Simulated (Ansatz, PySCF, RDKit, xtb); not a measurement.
# Solving SiF3, step by step, part 2 of 2

Given the formula SiF3 (odd number of electrons) and nothing else, which arrangement of the atoms is the most stable in the gas at 298.15 K, and what are its properties?

xtb, Ansatz and PySCF; isolated molecules.

### Step 14. Electronic excitations (TD-PBE0/def2-SVPD)

Contents of calc.py:

```python
# F[Si](F)F
from pyscf import gto, dft, tdscf

mol = gto.Mole()
mol.atom = '''
F       -0.944447       0.412139       0.105722
F        1.217810       1.124314      -1.162459
F        0.069552      -1.147863      -1.718855
Si       0.438695      -0.133651      -0.519907
'''
mol.basis = 'def2-svpd'
mol.spin = 1
mol.verbose = 3
mol.charge = 0
mol.max_memory = 1860
mol.build()

calc0 = dft.UKS(mol)
calc0.xc = 'pbe0'
calc0 = calc0.density_fit(auxbasis='def2-universal-jkfit')
calc0.max_cycle = 100
calc0.grids.level = 2
calc0.kernel()
if not calc0.converged:
    calc0 = calc0.newton().run(calc0.mo_coeff, calc0.mo_occ)

e_final = calc0.e_tot
print(f'total energy: {e_final:.8f} hartree')

td = tdscf.TDA(calc0)
td.nstates = 5
td.kernel()
td.analyze()
roots = td.e * 27.211386
osc = td.oscillator_strength()
print('state   eV      nm      f')
for i, (w, f) in enumerate(zip(roots, osc), 1):
    print('%3d %9.4f %8.1f %9.5f' % (i, w, 1239.842 / w, f))
```

Started as:

```
$ OMP_NUM_THREADS=1 python calc.py
```

The program printed:

```text
WARN: HOMO -0.208492715326126 >= LUMO -0.208492715326126

converged SCF energy = -588.438540558211  <S^2> = 0.75114391  2S+1 = 2.0011436
total energy: -588.43854056 hartree
Excitation energies (eV)
[6.73765017 6.92619229 6.92625467 7.12057048 7.1208053 ]

** Excitation energies and oscillator strengths **
state   eV      nm      f
  1    6.7377    184.0   0.00000
  2    6.9262    179.0   0.12290
  3    6.9263    179.0   0.12288
  4    7.1206    174.1   0.00939
  5    7.1208    174.1   0.00937
```

It took 46 s on 1 thread of Intel Xeon Platinum 8375C at 2.90GHz (Ice Lake), shared host.

The roots found:

```
excited state  energy (eV)  strength
            1        6.738    0.0000
            2        6.926    0.1229
            3        6.926    0.1229
            4        7.121    0.0094
            5        7.121    0.0094
```

### Step 15. The cation at the same geometry (PBE0/def2-TZVPD)

Contents of input.yaml:

```yaml
crystal:
  periodic: [false, false, false]
  atoms:
    - {symbol: F, position_ang: [-0.944447, 0.412139, 0.105722]}
    - {symbol: F, position_ang: [1.217810, 1.124314, -1.162459]}
    - {symbol: F, position_ang: [0.069552, -1.147863, -1.718855]}
    - {symbol: Si, position_ang: [0.438695, -0.133651, -0.519907]}
basis:
  gaussian: {orbitals: def2-TZVPD}
total_charge: 1
hamiltonian: {xc: {name: PBE0}}
```

Started as:

```
$ ansatz run input.yaml --threads 1 --pin off --max-ram 2610MiB --events-out events.jsonl --progress --plain --runs-dir runs
```

The program printed:

```text
Warning: RAYON_NUM_THREADS=1 ignored (pool sized by the plan → 1); use --threads N
Functional definition: PBE0
  name "PBE0"
  parameter a = 0.25
  parameter kappa = 0.804
  parameter beta = 0.06672455060314922
  exchange = (1 - a)*pbe_x(kappa = kappa, mu = beta*pi^2/3) + a*exact_x
  correlation = pbe_c(beta = beta)
887 factors; their error is unknown
mean field evaluation 1: about -15999.8733 eV, gradient 1.0e2 eV
mean field evaluation 2: about -15953.1480 eV, gradient 2.0e2 eV
mean field evaluation 4: about -16013.9833 eV, gradient 3.6e0 eV
mean field evaluation 8: about -16014.0040 eV, gradient 5.0e-2 eV
mean field evaluation 16: about -16014.0344 eV, gradient 2.1e-5 eV
mean field -16014.03444876 eV, -588.5049112896 hartree, gradient 2.1e-5 eV, S^2 0.000000; 0 other end points of the search recorded, 0 dependent functions left out
reference -16014.03448656 eV, -588.5049126785 hartree; 20, 20 occupied and 143, 143 virtual orbitals, 887 factors
Total energy: -16014.03448656 eV, -588.5049126785 hartree
```

Run time: 3.3 s. Hardware: 1 thread of Intel Xeon Platinum 8375C at 2.90GHz (Ice Lake), shared host.

Difference from the parent: 10.96 eV. Only this spin of the product was run; a higher spin can lie lower.

### Step 16. The anion at the same geometry (PBE0/def2-TZVPD)

input.yaml, as its differences from that of step 15:

```diff
@@ -1 +1,4 @@
+basis:
+  gaussian:
+    orbitals: def2-TZVPD
 crystal:
@@ -7,5 +10,6 @@
     - {symbol: Si, position_ang: [0.438695, -0.133651, -0.519907]}
-basis:
-  gaussian: {orbitals: def2-TZVPD}
-total_charge: 1
-hamiltonian: {xc: {name: PBE0}}
+total_charge: -1
+hamiltonian:
+  xc: pbe0
+scf:
+  lower_state_search: off
```

Started as:

```
$ ansatz run input.yaml --threads 1 --pin off --max-ram 2610MiB --events-out events.jsonl --progress --plain --runs-dir runs
```

The program printed, shortened:

```text
Warning: RAYON_NUM_THREADS=1 ignored (pool sized by the plan → 1); use --threads N
Functional definition: PBE0
  name "PBE0"
[...]
887 factors; their error is unknown
[...]
mean field -16026.69316193 eV, -588.9701104182 hartree, gradient 1.1e-6 eV, S^2 0.000000; 0 other end points of the search recorded, 0 dependent functions left out
reference -16026.69319044 eV, -588.9701114659 hartree; 21, 21 occupied and 142, 142 virtual orbitals, 887 factors
Total energy: -16026.69319044 eV, -588.9701114659 hartree
Checks for a lower state left out: stability, starts, cluster_reference, orbital_swaps, neighbouring_geometries, increment
```

Wall time 2 s (1 thread of Intel Xeon Platinum 8375C at 2.90GHz (Ice Lake), shared host).

Parent less the species with the added electron: 1.70 eV.

### Step 17. The quartet at the same geometry (PBE0/def2-TZVPD)

Contents of input.yaml:

```yaml
crystal:
  periodic: [false, false, false]
  atoms:
    - {symbol: F, position_ang: [-0.944447, 0.412139, 0.105722]}
    - {symbol: F, position_ang: [1.217810, 1.124314, -1.162459]}
    - {symbol: F, position_ang: [0.069552, -1.147863, -1.718855]}
    - {symbol: Si, position_ang: [0.438695, -0.133651, -0.519907]}
basis:
  gaussian: {orbitals: def2-TZVPD}
magnetization: {spin_polarized: true, initial_magnetization: 3}
hamiltonian: {xc: {name: PBE0}}
```

Started as:

```
$ ansatz run input.yaml --threads 1 --pin off --max-ram 2610MiB --events-out events.jsonl --progress --plain --runs-dir runs
```

The program printed, shortened:

```text
Warning: RAYON_NUM_THREADS=1 ignored (pool sized by the plan → 1); use --threads N
Functional definition: PBE0
  name "PBE0"
[...]
887 factors; their error is unknown
[...]
mean field -16014.11520455 eV, -588.5078790100 hartree, gradient 2.8e-6 eV, S^2 3.757877; 9 other end points of the search recorded, 0 dependent functions left out
reference -16014.11524201 eV, -588.5078803866 hartree; 22, 19 occupied and 141, 144 virtual orbitals, 887 factors
Total energy: -16014.11524201 eV, -588.5078803866 hartree
```

It took 64 s on 1 thread of Intel Xeon Platinum 8375C at 2.90GHz (Ice Lake), shared host; peak memory 0.52 GiB.

It lies 10.87 eV above the doublet.

### Step 18. Stability of the SCF solution (PBE0/def2-SVP)

Contents of calc.py:

```python
from pyscf import gto, dft

system = gto.M(
    atom='''
F   -0.944447   0.412139   0.105722
F    1.217810   1.124314  -1.162459
F    0.069552  -1.147863  -1.718855
Si   0.438695  -0.133651  -0.519907
''',
    basis='def2-svp',
    spin=1,
    verbose=3,
    max_memory=1860,
)

calc0 = dft.UKS(system)
calc0.xc = 'pbe0'
calc0 = calc0.density_fit(auxbasis='def2-universal-jkfit')
calc0.max_cycle = 100
calc0.grids.level = 3
calc0.kernel()
if not calc0.converged:
    calc0 = calc0.newton().run(calc0.mo_coeff, calc0.mo_occ)

etot = calc0.e_tot
print(f'total energy: {etot:.8f} hartree')
mo_i, mo_e, stable_i, stable_e = calc0.stability(internal=True, external=True, return_status=True)
print('stable: internal', stable_i, 'external', stable_e)
```

Started as:

```
$ OMP_NUM_THREADS=1 python calc.py
```

The program printed:

```text
WARN: HOMO -0.208707657403542 >= LUMO -0.208707657403542

converged SCF energy = -588.406170954083  <S^2> = 0.75117898  2S+1 = 2.0011786
total energy: -588.40617095 hartree
<class 'pyscf.df.df_jk.DFUKS'> wavefunction is stable in the internal stability analysis
<class 'pyscf.df.df_jk.DFUKS'> wavefunction is stable in the real -> complex stability analysis
<class 'pyscf.df.df_jk.DFUKS'> wavefunction has an UHF/UKS -> GHF/GKS instability
stable: internal True external False
```

Run time: 36 s. Hardware: 1 thread of Intel Xeon Platinum 8375C at 2.90GHz (Ice Lake), shared host.

The stability test raises a flag; for an open shell a flag towards a general spinor solution can be the free rotation of the spin.

### Step 19. Summary of results

This closing draws on all 2 parts.

```
                                                        quantity                                                                   value
                                          lowest structure found                                                 F[Si](F)F, doublet, C3v
                                                          funnel  16 starts, 1 minima at GFN2-xTB, 1 screening runs, 1 relaxed, 1 ranked
                                            CPU time of all runs                                                                 3.2 min
harmonic wavenumbers, lowest and highest (B3LYP-D3(BJ)/def2-SVP)                                                        274 and 954 cm⁻¹
                             rotational constants, same geometry                                             0.2378, 0.2378, 0.1307 cm⁻¹
                                 dipole moment (PBE0/def2-TZVPD)                                                                  1.32 D
            HOMO energy (highest over α and β) (PBE0/def2-TZVPD)                                                                -8.18 eV
             LUMO energy (lowest over α and β) (PBE0/def2-TZVPD)                                                                -3.72 eV
                           lowest excitation (TD-PBE0/def2-SVPD)                                                     6.74 eV (f = 0.000)
              vertical ionisation energy (to the singlet cation)                                                                10.96 eV
                                      vertical electron affinity                                                                 1.70 eV
                                   vertical quartet less doublet                                                               +10.87 eV
```

In words: `F[Si](F)F` comes out lowest. The largest share of the time went into the spin checks (53 %). Measured dipole moment: 1.2 D (NIST CCCBDB Release 22 (SRD 101), experimental dipoles); the calculated dipole moment, 1.32 D, differs by +0.12 D. The stability test raises a flag; for an open shell a flag towards a general spinor solution can be the free rotation of the spin. Measured bands beside the harmonic value that lies nearest after scaling by 0.96 (printed unscaled): 958.6 cm⁻¹ (molecule matrix; quoted in “Spectroscopic Identification of Trifluorosilylphosphinidene and Isomeric Phosphasilene and Silicon Trifluorophosphine Complex”, 2024, pmc:11040725), calculated 954 cm⁻¹. The calculated value lies -0.5 % away; anharmonicity is left out, and bands are matched by nearness alone, so a match can be wrong and a large miss can look smaller than it is. The search is not exhaustive (a finite list of starts, one conformer a finalist), so a lower isomer can't be ruled out.
